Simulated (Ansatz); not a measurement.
# Mo3N: the cost of one run

Computed with Ansatz 0.2.0 (DFT PBE, scalar-relativistic, plane waves, PAW, unless a step's input says otherwise).

The COD entry's cell or inner coordinates are ideal or old and differ from later refinements, so a difference from it is no clean test against experiment.

10 further runs of the same task are left out: 2 that didn't finish, 8 set aside as unsound or not needed. Runs told in other sessions of the task aren't counted.

## 1. The starting structure

Symmetry: P1, No. 1, triclinic system. The conventional cell has a = 4.470 Å, b = 4.470 Å, c = 20.860 Å, α = 90.00°, β = 90.00°, γ = 120.00°. Around Mo (site symmetry 1) lie 4 Mo at 2.66 to 2.74 Å. Mo (site symmetry 1) has 7 Mo at 2.56 to 2.74 Å in its first shell of neighbours. Mo (site symmetry 1) is surrounded by 7 Mo at 2.43 to 2.74 Å. Mo (site symmetry 1) has 13 Mo at 2.66 to 3.11 Å in its first shell of neighbours. Around Mo (site symmetry 1) lie 7 Mo at 2.56 to 2.71 Å. Mo (site symmetry 1) is surrounded by 1 N at 2.26 Å and 1 Mo at 2.43 Å. Around N (site symmetry 1) lie 1 N at 1.10 Å.

Coordinates:

```
Mo N
1.0
     4.46958    0.00000    0.00000
    -2.23479    3.87077    0.00000
     0.00000    0.00000   20.85957
Mo N
6 2
Cartesian
  2.2348 1.2903 4.0000
  0.0000 2.5805 4.9123
  0.0000 0.0000 5.8247
  2.2348 1.2903 6.6566
  0.0000 2.5805 7.4686
  0.0000 0.0000 8.2596
  -0.4966 0.8602 10.2903
  -0.4966 0.8602 11.3903
```

This is the geometry of the first run shown, built on a cell relaxed beforehand with the same method.

## 2. What is varied

Atoms count from 1 in the order of the input.

N2 is moved over the surface cell; relaxed at each place: the height of the adsorbate's atoms; substrate rigid; the origin of the map has the adsorbate above Mo6.

- position of N7 along the first surface vector, from above Mo6: 9 values from 0.000 to 0.889, periodic
- position of N7 along the second surface vector, from above Mo6: 9 values from 0.000 to 0.889, periodic

Relaxed at each point: the height of the adsorbate's atoms; substrate rigid. Points are written as (first, second).

The two vectors of the plane (Å): (4.470, 0.000, 0.000); (-2.235, 3.871, 0.000).

## 3. Point (0/9, 2/9) of the map's two axes

Contents of input.yaml:

```yaml
crystal:
  lattice:
    - [4.4695765303, 0.0, 0.0]
    - [-2.2347882651, 3.8707668194, 0.0]
    - [0.0, 0.0, 20.8595667262]
  atoms:
    - { symbol: Mo, position: [0.6666666667, 0.3333333333, 0.1917585371] }
    - { symbol: Mo, position: [0.3333333333, 0.6666666667, 0.23549619] }
    - { symbol: Mo, position: [0.0, 0.0, 0.2792338429] }
    - { symbol: Mo, position: [0.6666666667, 0.3333333333, 0.3191171057] }
    - { symbol: Mo, position: [0.3333333333, 0.6666666667, 0.3580407041] }
    - { symbol: Mo, position: [0.0, 0.0, 0.3959606081] }
    - { symbol: "N", position: [0.0, 0.2222222222, 0.4933139957] }
    - { symbol: "N", position: [0.0, 0.2222222222, 0.5460475934] }
basis:
  ecutwfc: 420
kpoints:
  mp_grid: { grid: [6, 6, 1] }
hamiltonian:
  xc: pbe
  pseudopotentials: { kind: paw, azcp: { folder: soft_1 } }
scf:
  occupations: { method: gaussian, width: 0.1 }
output:
  forces: true
  eigenvalues: true
relax:
  adjacent_minimum: "off"
  f_tol: 0.025
  max_steps: 16
  constraints: [{ sites: [0, 1, 2, 3, 4, 5] }, { sites: [6, 7], fix: xy }]
efield:
  axis: 3
  dipole_correction: true
  ramp_width: 0.04
```

On the command line:

```
$ ansatz run input.yaml --threads 2 --pin off --max-ram 6144MiB --backend cpu --events-out ev --progress --plain --runs-dir out
```

Q: Estimate wall time and peak memory on 2 threads of Arm Neoverse N1, shared host.

About 2.8 min, with a peak of 0.71 GiB.
